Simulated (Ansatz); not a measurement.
# AgCl: the cost of one run

Program: Ansatz 0.2.0. Level of theory: CCSD(T) on Hartree-Fock, Gaussian basis def2-TZVPP, and further levels as typed in the inputs. These are calculated values, not measurements.

**1. Starting point**

Bond lengths: Ag1–Cl2 2.270 Å.

Coordinates:

```xyz
2

Ag    0.0000    0.0000    0.0000
Cl    0.0000    0.0000    2.2700
```

**2. Relaxing the atoms: AgCl**

Contents of input.yaml:

```yaml
relax:
  f_tol: 0.001
  max_steps: 200
crystal:
  periodic: [false, false, false]
  atoms:
    - { symbol: Ag, position_ang: [0.0, 0.0, 0.0] }
    - { symbol: Cl, position_ang: [0.0, 0.0, 2.27] }
basis:
  gaussian: { orbitals: def2-TZVPP }
hamiltonian:
  xc: hf
correlation:
  method: ccsd_t
scf:
  lower_state_search: "off"
```

Launch:

```sh
$ ansatz run input.yaml --threads 8 --pin off --max-ram 14336MiB --backend cpu --events-out ev --progress --plain --runs-dir out
```

What time and memory should one allow on 8 threads of Arm Neoverse N1, shared host?

About 46 s, with a peak of 0.68 GiB.
